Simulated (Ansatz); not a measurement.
# C2H6AlN, SMILES N[CH]1[CH2][AlH]1: a rigid scan of one bond length

Program: Ansatz's Python interface.

Run as a notebook:

**Cell 1**
```python
import ansatz as az
import numpy as np
```

**Cell 2**
```python
geometry_ang = [
    ("N", [-1.2925, 0.6701, 0.252]),
    ("C", [0.0839, 0.4391, 0.1823]),
    ("C", [0.3748, -1.0279, 0.4057]),
    ("Al", [0.722, -0.4732, -1.4859]),
    ("H", [-1.494, 1.6355, -0.2331]),
    ("H", [-1.5972, 0.8453, 1.2459]),
    ("H", [0.7719, 1.1682, 0.7156]),
    ("H", [-0.4327, -1.6557, 0.631]),
    ("H", [1.3479, -1.1832, 1.0325]),
    ("H", [1.5991, -0.4693, -2.743]),
]
mol = az.Crystal.molecule()
for symbol, xyz in geometry_ang:
    mol = mol.atom(symbol, xyz)
```

**Cell 3**
```python
symbols = [site.symbol for site in mol.cartesian_sites]
start = np.array([site.position_ang for site in mol.cartesian_sites])
axis = (start[8] - start[2]) / np.linalg.norm(start[8] - start[2])
moving = [8]
lengths, energies = [1.028, 1.074, 1.121, 1.168, 1.215, 1.261, 1.308, 1.378], []
for length in lengths:
    xyz = start.copy()
    xyz[moving] += (length - np.linalg.norm(start[8] - start[2])) * axis
    point = az.Crystal.molecule()
    for symbol, place in zip(symbols, xyz):
        point = point.atom(symbol, place.tolist())
    base = (
        point.calculation()
        .basis(gaussian="6-31G*")
        .functional("pbe0")
    )
    rep = base.run(threads=1).report
    energies.append(rep["free_energy_ev"])
    print(f"r = {length:6.3f} A  E = {energies[-1]:.5f} eV  <S^2> = {abs(rep['mean_field']['state']['spin_squared']):.3f}")
```
Output:
```text
r =  1.028 A  E = -10247.77091 eV  <S^2> = 0.000
r =  1.074 A  E = -10247.84703 eV  <S^2> = 0.000
r =  1.121 A  E = -10247.84154 eV  <S^2> = 0.000
r =  1.168 A  E = -10247.77205 eV  <S^2> = 0.000
r =  1.215 A  E = -10247.65453 eV  <S^2> = 0.000
r =  1.261 A  E = -10247.50506 eV  <S^2> = 0.000
r =  1.308 A  E = -10247.32685 eV  <S^2> = 0.000
r =  1.378 A  E = -10247.02984 eV  <S^2> = 0.000
```

**Cell 4**
```python
# quartic fit about the minimum
fit = np.polynomial.Polynomial.fit(lengths, np.array(energies) - min(energies), 4).convert()
roots = [r.real for r in fit.deriv().roots() if abs(r.imag) < 1e-9 and fit.deriv(2)(r.real) > 0]
r_e = min(roots, key=lambda r: abs(r - lengths[int(np.argmin(energies))]))
print(f"minimum of the fit at {r_e:.4f} A, force constant {fit.deriv(2)(r_e):.2f} eV/A^2")
```
Output:
```text
minimum of the fit at 1.0938 A, force constant 33.89 eV/A^2
```

What to keep in mind:
- Total energies depend on the basis set; only differences at equal settings carry meaning.
- The rest of the molecule is held rigid at a force-field or estimated start geometry, and the basis set is modest; single-reference methods fail as a bond breaks.
- The orbitals are restricted, so S² is zero by construction.
- Timing: 22 s on 1 thread of Arm Neoverse V1, with other jobs on the host, peak memory 0.21 GiB.
